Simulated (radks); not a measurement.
# Co³⁺ in [Ne] 3s2 3p4 3d6 4d2: an all-electron calculation

An exercise on one series of results from a longer session: the logs are not shown, and one member is left open.

The numbers are computed with radks (a radial shooting solver on a logarithmic mesh, Libxc functionals) version 1 (Dirac Kohn-Sham, PBE, spin-unpolarised, spherical densities, point nucleus; open shells fill j = l - 1/2 first), except any that are marked as measured or tabulated.

**The atom as given**

* element: cobalt (Z = 27)
* charge: +3
* electrons: 24
* configuration: [Ne] 3s2 3p4 3d6 4d2

The first run:

The run's settings:

```text
Z 27
configuration [Ne] 3s2 3p4 3d6 4d2 4s0 4p0 4f0 5d0
relativity Dirac
functional pbe,pbe
spin unpolarised
j_filling energy
nucleus point
c 137.035999084
```

Launch:

```sh
> python run_ks.py task.json out
```

The same process makes all the runs of this session.

One of the session's tables, all rows but one given; the rest of the session is left out.

It belongs to the step «Radial structure». From the orbitals of this run (lengths in bohr):

```
level      <r>  outermost maximum (interpolated)  90 % within  nodes
1s1/2  0.05618                            0.0368        0.100      0
2s1/2        ?                                 ?            ?      ?
2p1/2   0.2225                             0.170        0.365      0
2p3/2   0.2256                             0.173        0.369      0
3s1/2   0.7515                             0.661         1.12      2
3p1/2   0.7725                             0.662         1.18      1
3p3/2   0.7805                             0.669         1.19      1
3d3/2   0.8359                             0.626         1.36      0
3d5/2   0.8386                             0.628         1.37      0
4s1/2    1.989                              1.79         2.88      3
4p1/2    2.223                              1.99         3.24      2
4p3/2    2.240                              2.01         3.26      2
4d3/2    2.872                              2.60         4.22      1
4d5/2    2.877                              2.60         4.23      1
4f5/2    3.897                              3.37         5.78      0
4f7/2    3.897                              3.37         5.78      0
5d3/2    5.733                              5.70         8.15      2
5d5/2    5.739                              5.71         8.16      2
```

Q: Estimate the row for 2s1/2 from the others.

As computed: <r>: 0.2550; outermost maximum (interpolated): 0.213; 90 % within: 0.395; nodes: 1. In the column «<r>» it lies between 2p3/2 (0.2256) and 3s1/2 (0.7515).
